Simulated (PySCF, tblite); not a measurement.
# CH₉ClSi₃: geometry, infrared bands and NMR shifts

What infrared bands and NMR shifts should CH₉ClSi₃ (`C[SiH2][Si@H]([SiH3])Cl`) show?

Programs: tblite 0.8.0 and PySCF 2.14.0, with density-fitted response routines of our own. Each step states its level of theory. These are calculated values for one molecule in the gas phase, unless marked as measured. Atoms are numbered from 0 throughout.

## (1) Starting geometry

14 atoms, charge 0, multiplicity 1; geometry from: force field or distance geometry start.

Bonds of the start (Å): C0–Si1 1.86, Si1–Si2 2.25, Si2–Si3 2.23, Si2–Cl4 2.08, C0–H5 1.12, C0–H6 1.11, C0–H7 1.10, Si1–H8 1.46, Si1–H9 1.47, Si2–H10 1.48, Si3–H11 1.49, Si3–H12 1.46, Si3–H13 1.48.

## (2) Geometry optimisation with GFN2-xTB

The job: settings as JSON, then the geometry in Å.

```
{"job": {"kind": "relax", "xc": "GFN2-xTB", "basis": "xTB"}, "charge": 0, "multiplicity": 1}
C     -2.040600    -0.760800    -0.048900
Si    -1.142400     0.333700     1.163300
Si     0.721700     1.099800     0.164100
Si     2.294400    -0.472000     0.018300
Cl     1.435600     2.839500     1.058800
H     -3.002000    -1.084800     0.419000
H     -2.192400    -0.213500    -1.004300
H     -1.420000    -1.653100    -0.237300
H     -2.006800     1.471400     1.472700
H     -0.840100    -0.399400     2.403200
H      0.290300     1.444200    -1.207000
H      1.696000    -1.770100     0.448800
H      2.793900    -0.631500    -1.339900
H      3.411800    -0.203800     0.947100
```

On the command line:

```bash
OMP_NUM_THREADS=1 python probes_run.py task.json out
```

The driver reads the jobs from task.json and runs them one after another.

**Question.** This job is followed by: GFN2-xTB harmonic vibrations, gas phase; GIAO PBE0/pcSseg-1 NMR shielding, non-relativistic, gas phase. What will the session give for the following? strongest single infrared mode (GFN2-xTB); zero-point energy (GFN2-xTB); 13C shifts against TMS (PBE0/pcSseg-1); 1H shifts against TMS (PBE0/pcSseg-1, means over atoms taken as alike); 29Si shifts against TMS (PBE0/pcSseg-1); 35Cl shifts against HCl (PBE0/pcSseg-1).

As calculated:

```
                                                              quantity                             value
                             strongest single infrared mode (GFN2-xTB)              777 cm⁻¹, 577 km/mol
                                          zero-point energy (GFN2-xTB)                     54.2 kcal/mol
                                13C shifts against TMS (PBE0/pcSseg-1)                         -10.2 ppm
1H shifts against TMS (PBE0/pcSseg-1, means over atoms taken as alike)  5.62, 4.25, 4.13, 3.66, 0.07 ppm
                               29Si shifts against TMS (PBE0/pcSseg-1)          -25.5, -69.3, -108.3 ppm
                               35Cl shifts against HCl (PBE0/pcSseg-1)                          -108 ppm
```

**Reading.** Relaxing lowered the energy by 0.312 eV in 52 steps; the close pair that moved most is Si2–Si3, from 2.228 to 2.330 Å. The lowest mode is imaginary (40i cm⁻¹), so the xTB geometry is not a minimum. The strongest single mode, at 777 cm⁻¹, has its largest shares on H13, H11 and H12 (the list is cut at 3 atoms). Unscaled tight-binding wavenumbers are off by several per cent, some by more. Its intensities can rank the bands wrongly. At PBE0/pcSseg-1: The widest tensor belongs to Si2: span 152 ppm, with a paramagnetic part of -504 ppm.
